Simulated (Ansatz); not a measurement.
# CsLiCr2Te2S3 in Ansatz: convergence with k mesh

Input of the first run (k mesh 3 × 3 × 1); the others differ in this setting and in those tied to it:

input.yaml

```yaml
crystal:
  lattice:
    - [3.60358, 0.0, 0.0]
    - [-1.80179, 3.12079, 0.0]
    - [0.0, 0.0, 19.06651]
  atoms:
    - { symbol: Cs, position: [0.0, 0.0, 0.37399] }
    - { symbol: Li, position: [0.66667, 0.33333, 0.01607] }
    - { symbol: Cr, position: [0.0, 0.0, 0.86637], spin: 3.0 }
    - { symbol: Cr, position: [0.33333, 0.66667, 0.16833], spin: 3.0 }
    - { symbol: Te, position: [0.33333, 0.66667, 0.53891] }
    - { symbol: Te, position: [0.66667, 0.33333, 0.77276] }
    - { symbol: S, position: [0.0, 0.0, 0.1003] }
    - { symbol: S, position: [0.33333, 0.66667, 0.9292] }
    - { symbol: S, position: [0.66667, 0.33333, 0.23408] }
hamiltonian:
  xc: pbe
  pseudopotentials: { kind: paw }
magnetization:
  spin_polarized: true
kpoints:
  mp_grid: { grid: [3, 3, 1] }
scf:
  occupations: { method: fermi_dirac, width: 0.05 }
output:
  forces: true
  stress: true
  eigenvalues: true
```

Potentials or basis: Ansatz PAW.

Launch:

```sh
$ ansatz run input.yaml --threads 8 --pin off --max-ram 20480MiB --backend cpu --events-out ev --progress --plain --runs-dir out
```

The cell was built by a generator and needn't be a form met in nature.

Hardware: 8 threads of Arm Neoverse V2, with other jobs on the host.

```tsv
k mesh	energy less the tightest run, at zero smearing (meV/atom)	pressure (GPa)	largest force (eV/Å)	absolute moment (μB)	SCF cycles	CPU time (s)	peak memory (GiB)
3 × 3 × 1	-22.13	0.20	0.259	7.06	37	25	0.74
4 × 4 × 1	-17.08	-0.19	0.170	6.70	36	27	0.81
5 × 5 × 1	11.45	0.08	0.086	6.97	36	39	0.9
6 × 6 × 1	3.55	0.01	0.079	6.70	32	44	0.94
8 × 8 × 2	0.23	0.02	0.012	6.67	32	120	1.2
10 × 10 × 2	2.73	-0.05	0.055	6.66	33	180	1.3
12 × 12 × 2	0.88	-0.01	0.004	6.67	32	240	1.5
14 × 14 × 3	0.00	0.01	0.013	6.67	30	390	2
```

Against the tightest run, the energy stays within 1 meV/atom from 12 × 12 × 2 on; the pressure stays within 0.1 GPa from 5 × 5 × 1 on; the absolute moment stays within 0.02 μB from 8 × 8 × 2 on. Not settled before the last step: the largest force (to 0.005 eV/Å). Meshes of other sizes hit other points, so gaps and Fermi surfaces needn't settle smoothly. The tightest run that finished is the yardstick and may itself not be fully converged.

Caveat, for the tightest run too: only a ferromagnetic start was run, and an antiferromagnetic order may lie lower in energy. The run has no spin-orbit coupling, so splittings on Cs, Te are missing.
